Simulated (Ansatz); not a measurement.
# C4H4F2O3: the cost of one run

Method: the levels named in each step, in Ansatz 0.2.0.

### 1 Starting point

Bond lengths: C1–C2 1.491 Å, C2–O3 1.184 Å, C2–O4 1.405 Å, O4–C5 1.343 Å, C5–O6 1.187 Å, C5–C7 1.553 Å, C7–F8 1.347 Å, C7–F9 1.347 Å, C1–H10 1.088 Å, C1–H11 1.088 Å, C1–H12 1.086 Å, C7–H13 1.103 Å. Angles (14 of 19 angles, heavy atoms first): C1–C2–O3 128.6°, C1–C2–O4 108.3°, O3–C2–O4 123.1°, C2–O4–C5 123.1°, O4–C5–O6 128.1°, O4–C5–C7 109.0°, O6–C5–C7 122.9°, C5–C7–F8 109.8°, C5–C7–F9 111.8°, F8–C7–F9 107.4°, C2–C1–H10 109.2°, C2–C1–H11 109.5°, C2–C1–H12 109.8°, C5–C7–H13 110.7°.

As a file:

```xyz
13

C     2.8327    0.7011   -0.8352
C     1.8040   -0.3699   -0.7006
O     1.9204   -1.5332   -0.8871
O     0.5893    0.2305   -0.3285
C    -0.4731   -0.4686    0.1017
O    -0.5365   -1.6281    0.3451
C    -1.6839    0.4915    0.2513
F    -2.2833    0.2890    1.4404
F    -1.3070    1.7842    0.2063
H     3.0020    1.1595    0.1372
H     2.4666    1.4749   -1.5059
H     3.7581    0.2762   -1.2114
H    -2.4248    0.3121   -0.5462
```

### 2 A rough first relaxation, PBE-D4/def2-SVP

This run stands in another session on the same molecule. It ended at:

```xyz
13

C     2.8730    0.6335   -0.8833
C     1.7311   -0.3366   -0.8136
O     1.7243   -1.5006   -1.1018
O     0.5644    0.3447   -0.3724
C    -0.4016   -0.3084    0.3575
O    -0.2481   -1.3047    1.0090
C    -1.7344    0.4555    0.2070
F    -2.6282   -0.0357    1.0935
F    -1.5388    1.7833    0.4492
H     3.1602    0.9254    0.1482
H     2.5624    1.5600   -1.4044
H     3.7334    0.1649   -1.3916
H    -2.1331    0.3380   -0.8302
```

### 3 Relaxation, r2SCAN-D4/def2-TZVP

Input file input.yaml:

```yaml
crystal:
  periodic: [false, false, false]
  atoms:
    - { symbol: C, position_ang: [2.87301487, 0.63350992, -0.88334575] }
    - { symbol: C, position_ang: [1.73114463, -0.33664301, -0.81364861] }
    - { symbol: O, position_ang: [1.72426397, -1.50057359, -1.10180478] }
    - { symbol: O, position_ang: [0.56436746, 0.34470154, -0.37236228] }
    - { symbol: C, position_ang: [-0.40161615, -0.30839067, 0.35750061] }
    - { symbol: O, position_ang: [-0.24814113, -1.30465976, 1.00901054] }
    - { symbol: C, position_ang: [-1.73444338, 0.45547597, 0.20697852] }
    - { symbol: F, position_ang: [-2.62823825, -0.03570548, 1.09353218] }
    - { symbol: F, position_ang: [-1.53877781, 1.78327749, 0.44920927] }
    - { symbol: H, position_ang: [3.16024564, 0.92540538, 0.14820322] }
    - { symbol: H, position_ang: [2.56237256, 1.56004802, -1.40443757] }
    - { symbol: H, position_ang: [3.73339225, 0.16486837, -1.39155065] }
    - { symbol: H, position_ang: [-2.13307464, 0.33804581, -0.8301847] }
basis:
  gaussian: { orbitals: def2-TZVP }
hamiltonian:
  xc: r2scan
  dispersion: d4
relax:
  f_tol: 0.004
  max_steps: 150
```

Run with:

```
ansatz run input.yaml --threads 4 --pin off --max-ram 10240MiB --backend cpu --events-out ev --progress --plain --runs-dir out
```

**Question.** How long does this run take on 4 threads of Intel Xeon at 2.50GHz (Skylake/Cascade Lake), shared host, and how much memory does it need?

About 4.1 min, with a peak of 0.52 GiB.
